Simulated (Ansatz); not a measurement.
# CaCo2As2: further runs on the relaxed cell

One table from this session's results is given with a row withheld; the runs are named, their logs left out.

Computed with Ansatz 0.2.0 (DFT PBEsol, scalar-relativistic, plane waves, PAW, unless a step's input says otherwise).

1 further run of the same task is left out (set aside as unsound or not needed).

### The structure to begin with

It takes space group I4/mmm (No. 139, tetragonal). Conventional cell: a = 3.949 Å, b = 3.949 Å, c = 10.082 Å, α = 90.00°, β = 90.00°, γ = 90.00°. Around Ca (site symmetry 4/mmm) lie 8 As at 3.10 Å and 8 Co at 3.20 Å. Co (site symmetry -4m2) is surrounded by 4 As at 2.30 Å. As (site symmetry 4mm) is surrounded by 4 Co at 2.30 Å and 1 As at 2.69 Å and 4 Ca at 3.10 Å.

Coordinates:

```cif
data_structure
_symmetry_space_group_name_H-M 'I4/mmm'
_symmetry_Int_Tables_number 139
_cell_length_a 3.9493
_cell_length_b 3.9493
_cell_length_c 10.0819
_cell_angle_alpha 90.000
_cell_angle_beta 90.000
_cell_angle_gamma 90.000
_cell_volume 157.24
loop_
_atom_site_label
_atom_site_type_symbol
_atom_site_symmetry_multiplicity
_atom_site_Wyckoff_symbol
_atom_site_fract_x
_atom_site_fract_y
_atom_site_fract_z
_atom_site_occupancy
Ca1 Ca 2 a 0.00000 0.00000 0.00000 1
Co1 Co 4 d 0.00000 0.50000 0.25000 1
As1 As 4 e 0.00000 0.00000 0.36644 1
```

It goes back to an entry of the Materials Project.

This cell was relaxed beforehand with the same method: volume 15.72 Å³/atom, gap on the mesh none (metal), site moments up to 0.6 μB.

Set-up of the first run:

File input.yaml:

```yaml
crystal:
  lattice:
    - [-1.9746303942, 1.9746303942, 5.0409682352]
    - [1.9746303942, -1.9746303942, 5.0409682352]
    - [1.9746303942, 1.9746303942, -5.0409682352]
  atoms:
    - { symbol: Ca, position: [0.0, 0.0, 0.0] }
    - { symbol: Co, position: [0.75, 0.25, 0.5], spin: 0.66 }
    - { symbol: Co, position: [0.25, 0.75, 0.5], spin: 0.66 }
    - { symbol: As, position: [0.3664441631, 0.3664441631, 0.0] }
    - { symbol: As, position: [0.6335558369, 0.6335558369, 0.0] }
basis:
  ecutwfc: 420
kpoints:
  mp_grid: { grid: [12, 12, 12] }
  band_path:
    path:
      - [[0.0, 0.0, 0.0], [0.0, 0.0, 0.5], [0.25, 0.25, 0.25], [0.0, 0.5, 0.0], [0.0, 0.0, 0.0], [0.5, 0.5, -0.5], [0.28836045, 0.71163955, -0.28836045]]
      - [[-0.28836045, 0.28836045, 0.28836045], [0.0, 0.0, 0.0]]
      - [[0.0, 0.0, 0.5], [-0.07672091, 0.07672091, 0.5]]
      - [[0.5, 0.5, -0.07672091], [0.5, 0.5, -0.5]]
    npoints: 14
hamiltonian:
  xc: pbesol
scf:
  occupations: { method: gaussian, width: 0.1 }
  n_extra_bands: 12
output:
  forces: true
  stress: true
  eigenvalues: true
  populations: true
  dos: { projected: true, de: 0.02, nscf_kmesh: { grid: [18, 18, 18] } }
  bader: true
magnetization:
  spin_polarized: true
checkpoint:
  read: start.run
  write: ck
  compress: false
  write_wavefunctions: false
  write_every: 100000
```

The run is started by

```sh
$ ansatz run input.yaml --threads 2 --pin off --max-ram 5120MiB --backend cpu --events-out ev --progress --plain --runs-dir out
```

Among the steps run: Bands, states and charges; Point at V/V0 = 0.97; Point at V/V0 = 1.03; The cell scaled to 0.94 of its volume; Point at V/V0 = 1.06.

One table of the session follows, with a row left open; its other results are not shown here.

It belongs to the step «Energy against volume». 

| volume (Å³/atom) | energy above the lowest point (meV/atom) | pressure (GPa) | largest moment (μB) |
| --- | --- | --- | --- |
| 14.781 | 19.8 | 7.18 | 0.54 |
| 15.253 | ? | ? | ? |
| 15.724 | 0.0 | -0.01 | 0.60 |
| 16.196 | 4.1 | -2.65 | 0.63 |
| 16.668 | 14.9 | -4.54 | 0.63 |

Estimate the missing values for volume (Å³/atom) = 15.253.

Worked estimate for «energy above the lowest point (meV/atom)». A straight line through the neighbours (14.781, 19.8) and (15.724, 0.0) gives 19.8 + (0.0 − 19.8) × (15.253 − 14.781) / (15.724 − 14.781) = 9.9; a parabola fitted to 3 rows on both sides gives 5.2.

The run gave: energy above the lowest point (meV/atom): 4.6; pressure (GPa): 3.24; largest moment (μB): 0.57. In «energy above the lowest point (meV/atom)» the line misses by +5.3 and the parabola by +0.6.

Limits of these values: The projections leave out shells that the potentials don't hold, such as empty d states. Warnings in the runs' records: stability check not made.
